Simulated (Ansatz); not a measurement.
Born–Oppenheimer molecular dynamics of a periodic cell of 36 atoms, Be (start crystal Be, start structure hcp, volume 1.1 times the crystal's). It starts from a structure without forces on its atoms.

Method: DFT LDA, scalar-relativistic, plane waves, PAW in Ansatz 0.2.0. Settings: accuracy low, cutoff 420 eV, k mesh 2x2x2, fermi-dirac smearing 0.3 eV, no spin polarisation.

| Property | Result |
| --- | --- |
| ensemble | NVT, Langevin thermostat |
| time step | 0.75 fs |
| steps asked | 80 |
| set temperature | 3500 K |
| friction | 0.02 /fs |
| seed | 360652 |

Frames 7.5 fs apart, positions in Å, forces in eV/Å.

Velocities at 7.5 fs (Å/ps):

```
Be 14.33 -11.90 -2.67
Be 7.67 -20.06 16.09
Be 14.59 6.92 -4.27
Be -6.70 5.95 26.73
Be 5.89 -12.14 -15.25
Be -9.28 -34.71 4.96
Be -25.89 -4.16 -7.06
Be -13.51 9.52 12.53
Be -19.81 12.08 11.57
Be 8.62 5.11 -4.94
Be 44.98 21.19 12.07
Be 0.00 16.19 1.69
Be -8.06 21.53 1.96
Be -27.35 1.64 3.72
Be -4.18 -27.78 2.57
Be -1.46 3.48 -14.55
Be -4.51 14.34 -7.51
Be -9.89 -24.79 13.88
Be -9.44 14.49 -3.41
Be 24.57 24.70 19.57
Be 7.94 4.94 16.91
Be -11.36 27.60 21.79
Be -14.24 23.06 -16.13
Be 19.43 21.01 0.68
Be 7.50 -24.62 -18.05
Be 5.03 -6.63 -7.57
Be -0.18 15.47 -18.26
Be 17.90 -0.60 7.69
Be -36.76 -3.12 -26.32
Be 18.94 5.58 22.14
Be -9.21 -31.51 -7.18
Be 13.97 -23.24 -13.42
Be 26.87 -17.04 -18.57
Be -16.31 4.08 1.61
Be -5.59 2.99 -5.32
Be 22.15 -24.14 -0.60
```

```xyz
36
Lattice="7.0918 0.0000 0.0000 -3.5459 6.1416 0.0000 0.0000 0.0000 7.4085" Properties=species:S:1:pos:R:3:forces:R:3 time_fs=7.5 energy_less_start_eV=4.817 T=2762
Be 0.065 -0.089 0.045 -0.83 0.49 -0.23
Be 0.121 1.192 1.976 -1.30 0.98 -0.62
Be 0.138 0.040 3.713 -0.63 -0.43 0.47
Be -0.080 1.407 5.774 1.14 -0.51 -2.17
Be -1.109 1.927 -0.144 -0.61 0.90 2.39
Be -1.268 3.203 1.845 0.29 0.57 -0.17
Be -1.467 1.998 3.671 1.37 0.94 0.13
Be -1.295 3.491 5.617 0.78 -0.40 0.01
Be -2.535 4.130 0.101 1.32 -0.43 -0.53
Be -2.361 5.511 1.800 0.14 -0.67 0.63
Be -2.103 4.327 3.821 -2.44 -1.98 -0.54
Be -2.362 5.558 5.549 0.05 -0.34 0.45
Be 2.202 0.149 0.015 0.67 -0.58 0.00
Be 2.148 1.424 1.900 1.36 -0.50 -0.69
Be 2.315 -0.177 3.745 0.90 2.45 0.17
Be 2.425 1.315 5.453 -0.72 0.18 0.15
Be 1.099 2.213 -0.086 0.32 -0.71 0.75
Be 1.080 3.219 1.964 0.11 1.22 -0.74
Be 1.208 2.130 3.643 -0.26 -0.34 1.30
Be 1.350 3.555 5.686 -1.06 -0.48 -1.12
Be -0.002 4.171 0.207 -0.23 -0.16 -0.70
Be -0.071 5.689 2.047 0.00 -0.46 -1.63
Be -0.157 4.186 3.550 1.64 -0.88 0.83
Be 0.212 5.717 5.575 -1.23 -1.17 -0.59
Be 4.733 -0.178 -0.126 0.63 0.74 1.02
Be 4.730 1.245 1.796 -0.06 0.93 -0.25
Be 4.747 0.093 3.557 0.15 -0.70 1.28
Be 4.905 1.377 5.670 -1.27 -0.21 -1.06
Be 3.273 2.018 -0.172 1.24 0.10 0.95
Be 3.641 3.458 1.980 -0.50 -0.20 -0.40
Be 3.516 1.868 3.655 -0.27 0.02 -0.08
Be 3.588 3.239 5.481 -0.01 0.77 -0.07
Be 2.535 3.991 -0.182 -0.94 0.73 1.58
Be 2.232 5.514 1.848 0.62 -0.61 -0.21
Be 2.323 4.139 3.706 -0.16 -0.12 -0.20
Be 2.510 5.332 5.536 -0.25 0.87 -0.12
36
Lattice="7.0918 0.0000 0.0000 -3.5459 6.1416 0.0000 0.0000 0.0000 7.4085" Properties=species:S:1:pos:R:3:forces:R:3 time_fs=15.0 energy_less_start_eV=12.367 T=1723
Be 0.143 -0.183 -0.010 -1.45 1.15 0.42
Be 0.087 1.060 2.052 -1.96 1.68 -1.17
Be 0.173 0.062 3.716 -0.65 -1.01 1.18
Be -0.033 1.455 5.849 1.04 -0.89 -2.84
Be -1.079 1.861 -0.087 -0.20 1.06 2.52
Be -1.393 2.951 1.841 1.51 2.23 -0.90
Be -1.549 1.994 3.563 1.49 1.22 1.20
Be -1.456 3.550 5.659 1.97 -0.97 0.79
Be -2.630 4.130 0.207 2.80 -1.04 -0.59
Be -2.273 5.463 1.824 0.10 -0.43 0.63
Be -1.929 4.346 3.925 -4.61 -2.79 -0.51
Be -2.397 5.584 5.612 0.77 -0.33 -0.15
Be 2.243 0.293 -0.016 -0.05 -1.85 0.27
Be 1.970 1.468 1.903 2.51 -1.24 -0.97
Be 2.313 -0.236 3.727 0.73 4.32 1.07
Be 2.394 1.364 5.336 -1.02 -0.53 0.20
Be 1.053 2.285 -0.151 0.59 -0.57 1.52
Be 1.025 3.135 2.050 -0.41 2.05 -1.48
Be 1.117 2.169 3.674 -0.15 -0.54 1.62
Be 1.512 3.734 5.783 -2.73 -1.63 -1.96
Be 0.019 4.221 0.208 -0.78 -0.61 -0.11
Be -0.184 5.945 2.143 0.68 -0.21 -2.69
Be -0.187 4.342 3.414 3.05 -1.99 0.06
Be 0.326 5.756 5.569 -1.79 -0.83 -1.29
Be 4.785 -0.341 -0.194 1.40 1.11 1.25
Be 4.746 1.239 1.652 -0.25 0.34 0.09
Be 4.756 0.193 3.436 0.66 -1.76 2.18
Be 5.026 1.419 5.755 -2.08 -0.64 -1.88
Be 3.079 1.984 -0.345 2.22 0.58 1.64
Be 3.757 3.508 2.105 -1.16 -0.24 -0.23
Be 3.518 1.657 3.595 -0.98 0.70 -0.22
Be 3.646 3.108 5.531 -0.28 1.34 -1.17
Be 2.671 3.884 -0.267 -1.39 1.81 2.69
Be 2.162 5.500 1.950 0.79 -1.07 -1.20
Be 2.270 4.177 3.699 -0.47 -0.46 -0.21
Be 2.655 5.186 5.476 0.09 2.04 0.25
36
Lattice="7.0918 0.0000 0.0000 -3.5459 6.1416 0.0000 0.0000 0.0000 7.4085" Properties=species:S:1:pos:R:3:forces:R:3 time_fs=22.5 energy_less_start_eV=13.572 T=1699
Be 0.209 -0.222 -0.033 -1.75 1.02 1.30
Be -0.117 1.009 2.036 -0.53 1.28 -0.51
Be 0.054 -0.015 3.758 -0.13 -0.62 0.51
Be 0.102 1.415 5.831 -0.66 -0.94 -2.07
Be -0.983 1.754 0.103 0.62 0.81 -0.62
Be -1.519 2.858 1.753 3.16 3.46 0.02
Be -1.554 1.997 3.577 1.63 1.39 1.21
Be -1.460 3.514 5.628 2.64 -1.16 1.95
Be -2.514 4.088 0.230 1.63 -1.11 -0.79
Be -2.229 5.266 1.906 0.71 1.04 0.50
Be -2.040 4.154 4.026 -2.05 0.95 -2.19
Be -2.464 5.547 5.699 1.89 -0.62 -1.10
Be 2.336 0.305 -0.051 -0.56 -2.43 0.27
Be 1.944 1.492 1.832 0.95 -0.51 -0.50
Be 2.357 -0.009 3.674 -1.06 -0.33 1.25
Be 2.360 1.427 5.284 -0.63 -1.06 0.06
Be 1.081 2.338 -0.233 0.68 -0.35 1.82
Be 0.927 3.171 2.133 0.51 0.06 -2.07
Be 1.038 2.086 3.817 -0.13 -0.09 -0.16
Be 1.579 3.843 5.650 -3.59 -3.58 -0.17
Be 0.003 4.241 0.188 -0.83 -0.66 0.11
Be -0.253 6.198 2.057 1.48 -1.46 -2.02
Be -0.085 4.312 3.266 -0.11 0.43 1.02
Be 0.319 5.652 5.488 -1.47 -0.31 -0.80
Be 4.871 -0.435 -0.237 1.08 1.10 0.56
Be 4.806 1.284 1.482 -1.47 -1.84 0.95
Be 4.848 0.200 3.367 0.43 -1.61 1.76
Be 5.013 1.395 5.792 -1.19 -0.51 -1.13
Be 3.043 1.960 -0.467 2.40 0.68 2.25
Be 3.855 3.538 2.170 -2.23 -0.51 -0.06
Be 3.584 1.566 3.509 -1.37 1.70 -0.05
Be 3.708 3.064 5.552 -0.49 1.70 -1.37
Be 2.679 3.809 -0.209 -1.20 2.25 1.78
Be 2.085 5.317 2.006 0.60 -0.76 -2.44
Be 2.233 4.155 3.642 -0.33 -0.85 0.15
Be 2.713 5.062 5.377 1.34 3.44 0.60
36
Lattice="7.0918 0.0000 0.0000 -3.5459 6.1416 0.0000 0.0000 0.0000 7.4085" Properties=species:S:1:pos:R:3:forces:R:3 time_fs=30.0 energy_less_start_eV=13.160 T=2235
Be 0.210 -0.224 -0.039 -1.23 0.54 1.43
Be -0.339 1.080 2.024 0.64 0.19 0.59
Be -0.023 -0.189 3.787 0.67 0.46 -1.06
Be 0.267 1.195 5.781 -1.78 0.06 -1.01
Be -0.869 1.688 0.151 0.65 0.68 -2.12
Be -1.556 2.828 1.618 2.73 2.99 1.14
Be -1.456 2.079 3.672 0.63 0.38 0.67
Be -1.244 3.400 5.705 1.40 -0.49 0.25
Be -2.347 4.124 0.190 0.08 -0.92 -0.96
Be -2.174 5.023 2.003 1.40 2.16 0.25
Be -2.239 4.058 4.026 -0.12 1.36 -1.30
Be -2.454 5.554 5.683 2.83 -1.44 -0.97
Be 2.458 0.189 -0.032 -0.60 -1.15 -0.28
Be 1.847 1.448 1.853 0.08 -0.02 -0.45
Be 2.396 0.164 3.653 -1.77 -2.45 0.49
Be 2.363 1.432 5.216 0.17 -0.64 1.25
Be 1.186 2.383 -0.356 -0.34 -0.87 1.26
Be 0.855 3.186 2.124 1.86 -2.29 -2.85
Be 0.950 2.014 3.920 -0.24 0.46 -1.16
Be 1.511 3.862 5.470 -2.47 -3.01 1.64
Be -0.042 4.239 0.115 -0.08 -0.50 0.21
Be -0.253 6.389 1.960 0.97 -2.79 -0.68
Be -0.066 4.292 3.038 -1.96 2.45 2.58
Be 0.196 5.533 5.468 -1.03 0.02 -0.18
Be 5.006 -0.381 -0.234 -0.01 0.26 0.06
Be 4.782 1.216 1.318 -0.87 -1.04 0.83
Be 4.941 0.104 3.408 -0.25 -0.04 1.05
Be 4.951 1.255 5.732 -0.56 0.20 -0.75
Be 3.149 1.998 -0.505 1.83 -0.33 1.82
Be 3.817 3.464 2.204 -2.14 -0.74 -0.48
Be 3.578 1.586 3.484 0.31 2.04 -0.12
Be 3.816 3.106 5.454 -0.82 0.65 -0.10
Be 2.611 3.770 -0.027 -0.69 2.44 0.46
Be 2.017 5.123 1.967 0.27 -0.01 -2.22
Be 2.147 4.094 3.658 0.31 -0.60 -0.44
Be 2.809 5.050 5.360 0.11 1.99 1.16
36
Lattice="7.0918 0.0000 0.0000 -3.5459 6.1416 0.0000 0.0000 0.0000 7.4085" Properties=species:S:1:pos:R:3:forces:R:3 time_fs=37.5 energy_less_start_eV=12.606 T=2273
Be 0.090 -0.234 0.067 0.41 -0.30 0.55
Be -0.509 1.148 2.074 1.50 -0.33 0.64
Be -0.063 -0.344 3.712 0.93 0.71 -1.08
Be 0.330 0.832 5.743 -2.95 3.73 -0.26
Be -0.674 1.685 0.109 -0.41 0.61 -1.08
Be -1.469 2.892 1.518 0.93 1.65 1.14
Be -1.341 2.170 3.747 -0.26 -0.11 0.47
Be -1.006 3.260 5.763 0.27 -0.16 -0.66
Be -2.265 4.227 0.101 -0.39 -1.00 -0.45
Be -2.096 4.924 2.139 0.91 1.99 -1.06
Be -2.447 4.063 3.915 1.23 0.71 -0.81
Be -2.228 5.593 5.591 2.13 -3.58 -0.60
Be 2.516 -0.007 -0.065 -0.54 0.88 -0.17
Be 1.782 1.411 1.885 0.29 -0.79 -0.53
Be 2.355 0.232 3.655 -0.97 -2.30 -0.10
Be 2.421 1.500 5.226 0.10 -0.64 1.33
Be 1.308 2.325 -0.464 -1.10 -0.94 0.66
Be 0.816 3.106 1.987 0.95 -1.16 -1.74
Be 0.897 2.016 3.914 -0.04 0.37 -0.64
Be 1.386 3.830 5.340 -2.28 -2.22 3.89
Be -0.049 4.253 0.068 0.80 -0.93 0.25
Be -0.147 6.464 1.873 -1.55 -3.06 1.05
Be -0.142 4.298 2.941 -0.82 1.53 2.03
Be 0.077 5.457 5.427 -0.49 0.06 0.04
Be 5.136 -0.234 -0.250 -0.94 -0.93 -0.47
Be 4.768 1.113 1.187 1.66 1.82 0.10
Be 4.995 0.023 3.522 -0.74 0.39 0.05
Be 4.827 1.142 5.585 -0.28 1.02 -0.54
Be 3.298 2.107 -0.400 1.43 -1.03 1.07
Be 3.703 3.410 2.163 -1.20 -0.15 -1.29
Be 3.557 1.717 3.450 0.73 0.98 0.12
Be 3.852 3.164 5.327 -0.67 -0.73 1.20
Be 2.527 3.864 0.045 -0.41 1.66 -0.12
Be 1.914 4.965 1.824 -0.23 0.96 -0.37
Be 2.020 4.005 3.762 1.77 0.13 -3.48
Be 2.819 5.072 5.427 0.26 1.16 0.88
36
Lattice="7.0918 0.0000 0.0000 -3.5459 6.1416 0.0000 0.0000 0.0000 7.4085" Properties=species:S:1:pos:R:3:forces:R:3 time_fs=45.0 energy_less_start_eV=12.433 T=2912
Be 0.037 -0.233 0.219 0.66 -0.11 0.25
Be -0.581 1.123 2.128 1.50 0.53 0.18
Be -0.108 -0.366 3.518 0.21 0.89 0.23
Be 0.205 0.665 5.652 -0.55 2.66 -0.02
Be -0.476 1.702 0.047 -1.23 0.96 0.61
Be -1.375 3.123 1.451 -0.11 -0.47 1.03
Be -1.230 2.214 3.823 -1.55 -0.26 0.26
Be -0.926 3.142 5.771 -0.04 0.05 -0.61
Be -2.275 4.316 -0.001 -0.48 -1.30 -0.31
Be -1.997 5.048 2.278 -0.41 1.10 -3.32
Be -2.722 4.114 3.722 1.38 -0.85 0.03
Be -1.871 5.430 5.464 -2.74 -1.23 0.35
Be 2.599 -0.199 -0.066 -0.64 2.56 0.17
Be 1.760 1.416 1.848 0.40 -1.24 -0.19
Be 2.188 0.133 3.656 0.58 0.13 0.47
Be 2.546 1.555 5.368 -0.83 -1.14 -0.22
Be 1.398 2.204 -0.478 -0.84 -0.44 1.09
Be 0.753 3.045 1.755 0.18 0.32 -0.37
Be 0.760 2.097 3.782 0.80 -0.20 0.04
Be 1.229 3.675 5.404 -0.58 -0.78 1.30
Be -0.045 4.205 0.035 1.29 -1.48 -0.20
Be -0.147 6.456 1.968 -0.16 -1.50 0.32
Be -0.234 4.381 3.021 0.85 -0.10 1.04
Be -0.041 5.412 5.355 2.01 -0.05 0.10
Be 5.209 -0.104 -0.237 -0.87 -2.26 -2.32
Be 4.907 1.075 1.036 -0.37 2.48 1.81
Be 4.909 -0.063 3.667 -0.22 0.15 -0.71
Be 4.679 1.107 5.479 0.19 1.32 0.00
Be 3.426 2.237 -0.213 0.98 -0.83 0.21
Be 3.509 3.340 2.068 -0.20 0.79 -2.39
Be 3.598 1.891 3.456 0.11 -0.64 0.68
Be 3.900 3.129 5.185 -0.05 -0.78 2.02
Be 2.472 4.062 -0.012 -0.28 -0.25 -0.55
Be 1.786 4.923 1.655 -0.59 1.60 1.05
Be 1.989 3.840 3.673 1.52 0.56 -1.50
Be 2.775 5.075 5.495 0.09 -0.14 -0.54
```

Of the whole run (60 fs, mean temperature of the second half 2575 K): The mean temperature of the second half is 26 % below the set value. A run of 0.06 ps of so small a system gives no equilibrium averages. Limits of this set-up: coarse k mesh, low accuracy level.

The run took 12 min on 1 thread of Arm Neoverse V1, on a shared host, peak memory 0.65 GiB.
